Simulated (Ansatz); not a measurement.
The system is TaAs.

```
Ta As
1.0
    -1.72181    1.72181    5.86794
     1.72181   -1.72181    5.86794
     1.72181    1.72181   -5.86794
Ta As
2 2
Direct
  0.49997 0.49997 0.00000
  0.24997 0.74997 0.50000
  0.08263 0.08263 0.00000
  0.83263 0.33263 0.50000
```

The cell is a database's computed one.

| Item | Value |
| --- | --- |
| Program | Ansatz 0.2.0 |
| Task | relaxation of cell and atoms |
| Functional | PBEsol |
| Potentials or basis | all-electron LAPW, scalar-relativistic |
| Basis error allowed | 0.002 eV/atom |
| k mesh | 11 × 11 × 11 |
| Occupations | fermi-dirac, width 0.05 eV |
| Spin | no spin polarisation |

At the start: volume 17.40 Å³/atom.

Q: How do energy, volume and symmetry change on relaxing?

A: Over 4 steps the energy falls by 4.7 meV/atom and the volume is 17.02 Å³/atom (-2.1 %); space group I4_1md (No. 109, to 0.05 Å).

Step by step:
| step | energy change (eV) | largest force (eV/Å) | volume (Å³) |
| --- | --- | --- | --- |
| 1 | 0.0000 | 0.0217 | 69.59 |
| 2 | -0.0187 | 0.0024 | 68.17 |
| 3 | -0.0188 | 0.0019 | 68.10 |
| 4 | -0.0188 | 0.0019 | 68.10 |

Final structure:
```
Ta As
1.0
    -1.71447    1.71447    5.79182
     1.71447   -1.71447    5.79182
     1.71447    1.71447   -5.79182
Ta As
2 2
Direct
  0.50032 0.50032 0.00000
  0.25032 0.75032 0.50000
  0.08228 0.08228 0.00000
  0.83228 0.33228 0.50000
```
